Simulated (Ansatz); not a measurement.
LaSb, space group Fm-3m: a convergence test of the plane-wave cutoff, run with the Python package of Ansatz (0.2.0).

The script reads `POSCAR`:
```text
LaSb
1.0
   0.00000000    3.24500000    3.24500000
   3.24500000    0.00000000    3.24500000
   3.24500000    3.24500000    0.00000000
La Sb
1 1
Direct
   0.00000000    0.00000000    0.00000000
   0.50000000    0.50000000    0.50000000
```

Script `run_ecut.py`:
```python
"""Cutoff test for LaSb."""

import ansatz
from ase.io import read
from tabulate import tabulate

atoms = read("POSCAR", format="vasp")
lasb = ansatz.Crystal.from_ase(atoms)

base = (
    lasb.calculation()
    .occupations("cold", width=0.15)
    .kpoints(9, 9, 9)
    .functional("r2scan")
)

rows = []
for value in [250, 350, 450, 550]:
    data = base.basis(value).run(threads=1).report
    rows.append((value, data["free_energy_ev"] / len(data["lattice"]["sites"]), data["n_iterations"], data["n_pw"]))

print(tabulate(rows, headers=["cutoff (eV)", "F/atom (eV)", "iterations", "plane waves"], floatfmt=".4f", tablefmt="github"))

# differences from the last row
for row in rows[:-1]:
    shift = 1000 * (row[1] - rows[-1][1])
    print(f"{row[0]}: {shift:+.2f} meV/atom" + ("  (within 2 meV)" if abs(shift) < 2 else ""))
```

From which cutoff on is the energy per atom within 2 meV of the last row, and how does it get there?

From 450 eV on it stays within 2 meV an atom of the value at 550 eV; the first row (250 eV) is off by 788.6 meV and the last but one by 1.32 meV. The energy falls steadily, as expected when plane waves are added.

The output:

Running `python run_ecut.py` prints:
```text
DeckWarning: basis.ecutwfc = 250 eV is below the records' recommended 500 eV, and the density's cutoff is lower with it unless basis.ecutrho_ratio is high enough to keep the records' density cutoff: compare with a run at a higher cutoff
DeckWarning: basis.ecutwfc = 350 eV is below the records' recommended 500 eV, and the density's cutoff is lower with it unless basis.ecutrho_ratio is high enough to keep the records' density cutoff: compare with a run at a higher cutoff
DeckWarning: basis.ecutwfc = 450 eV is below the records' recommended 500 eV, and the density's cutoff is lower with it unless basis.ecutrho_ratio is high enough to keep the records' density cutoff: compare with a run at a higher cutoff
|   cutoff (eV) |   F/atom (eV) |   iterations |   plane waves |
|---------------|---------------|--------------|---------------|
|           250 |    -6382.6394 |            6 |           609 |
|           350 |    -6383.4206 |            7 |           965 |
|           450 |    -6383.4267 |            7 |          1459 |
|           550 |    -6383.4280 |            6 |          1989 |
250: +788.63 meV/atom
350: +7.45 meV/atom
450: +1.32 meV/atom  (within 2 meV)
```
(Warnings from the package without file and line.)

Notes:
- The structure is a deposited one; some such entries were measured under pressure or heat, so a shift against it needn't be the functional's error alone.
- Shifts are counted from the last row, which is itself no proven limit.
- Wall time of the script: 18 s on 1 thread of Arm Neoverse V1, on a shared host, peak memory 0.64 GiB.
